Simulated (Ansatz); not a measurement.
# Rb2FeHgF6: the cost of one run

Computed with Ansatz 0.2.0 (DFT PBE+U (U = 4 eV, J = 0.7 eV on Fe d), plane waves, PAW, no spin–orbit coupling unless a run says so, unless a step's input says otherwise).

## 1. Starting point

Symmetry: Fm-3m, No. 225, cubic system. Conventional cell: a = 9.070 Å, b = 9.070 Å, c = 9.070 Å, α = 90.00°, β = 90.00°, γ = 90.00°. Around Rb (site symmetry -43m) lie 12 F at 3.22 Å. Around Fe (site symmetry m-3m) lie 6 F at 1.96 Å. Hg (site symmetry m-3m) has 6 F at 2.57 Å in its first shell of neighbours. Around F (site symmetry 4mm) lie 1 Fe at 1.96 Å and 1 Hg at 2.57 Å.

Structure file:

```
Rb Fe Hg F
1.0
     0.00000    4.53487    4.53487
     4.53487    0.00000    4.53487
     4.53487    4.53487    0.00000
Rb Fe Hg F
2 1 1 6
Direct
  0.25000 0.25000 0.25000
  0.75000 0.75000 0.75000
  0.00000 0.00000 0.00000
  0.50000 0.50000 0.50000
  0.21659 0.21659 0.78341
  0.21659 0.78341 0.78341
  0.78341 0.78341 0.21659
  0.21659 0.78341 0.21659
  0.78341 0.21659 0.78341
  0.78341 0.21659 0.21659
```

Magnetic order typed: ferromagnetic.

An earlier series on this cell reached its lowest free state from «natural orbitals of the symmetric run, filled by rank», perhaps among other starts.

## 2. Random orbitals: single harmonics, second filling

input.yaml

```yaml
crystal:
  lattice:
    - [0.0, 4.5348666, 4.5348666]
    - [4.5348666, 0.0, 4.5348666]
    - [4.5348666, 4.5348666, 0.0]
  atoms:
    - { symbol: Rb, position: [0.25, 0.25, 0.25] }
    - { symbol: Rb, position: [0.75, 0.75, 0.75] }
    - { symbol: Fe, position: [0.0, 0.0, 0.0], spin: 2.0 }
    - { symbol: Hg, position: [0.5, 0.5, 0.5] }
    - { symbol: F, position: [0.216594, 0.216594, 0.783406] }
    - { symbol: F, position: [0.216594, 0.783406, 0.783406] }
    - { symbol: F, position: [0.783406, 0.783406, 0.216594] }
    - { symbol: F, position: [0.216594, 0.783406, 0.216594] }
    - { symbol: F, position: [0.783406, 0.216594, 0.783406] }
    - { symbol: F, position: [0.783406, 0.216594, 0.216594] }
basis:
  ecutwfc: 420
  ecutrho_ratio: 4
kpoints:
  mp_grid: { grid: [4, 4, 4] }
hamiltonian:
  xc: pbe
  hubbard:
    sites:
      - { site: 2, l: d, u: 4.0, j: 0.7, starting_ns: [{ spin: up, occupation_matrix: s2up }, { spin: down, occupation_matrix: s2down }] }
    occupation_matrices:
      s2up:
        matrix:
          - [0.97, 0.0, 0.0, 0.0, 0.0]
          - [0.0, 0.97, 0.0, 0.0, 0.0]
          - [0.0, 0.0, 0.97, 0.0, 0.0]
          - [0.0, 0.0, 0.0, 0.97, 0.0]
          - [0.0, 0.0, 0.0, 0.0, 0.02]
      s2down:
        matrix:
          - [0.97, 0.0, 0.0, 0.0, 0.0]
          - [0.0, 0.02, 0.0, 0.0, 0.0]
          - [0.0, 0.0, 0.97, 0.0, 0.0]
          - [0.0, 0.0, 0.0, 0.02, 0.0]
          - [0.0, 0.0, 0.0, 0.0, 0.02]
    ns_hold: { iters: 5 }
scf:
  occupations: { method: gaussian, width: 0.05 }
  lower_state_search: "off"
  max_iter: 150
output:
  forces: true
  stress: true
  eigenvalues: true
  populations: true
  hubbard: { sites: [{ site: 2, l: d }] }
magnetization:
  spin_polarized: true
```

The typed matrices put 0.97 on the chosen orbitals and 0.02 on the others, and are held for 5 cycles.

Started as:

```console
ansatz run input.yaml --threads 8 --pin off --max-ram 12288MiB --backend cpu --events-out ev --progress --plain --runs-dir out
```

**Question.** How long does this run take on 8 threads of Arm Neoverse N1, shared host, and how much memory does it need?

About 20 s, with a peak of 1.1 GiB.
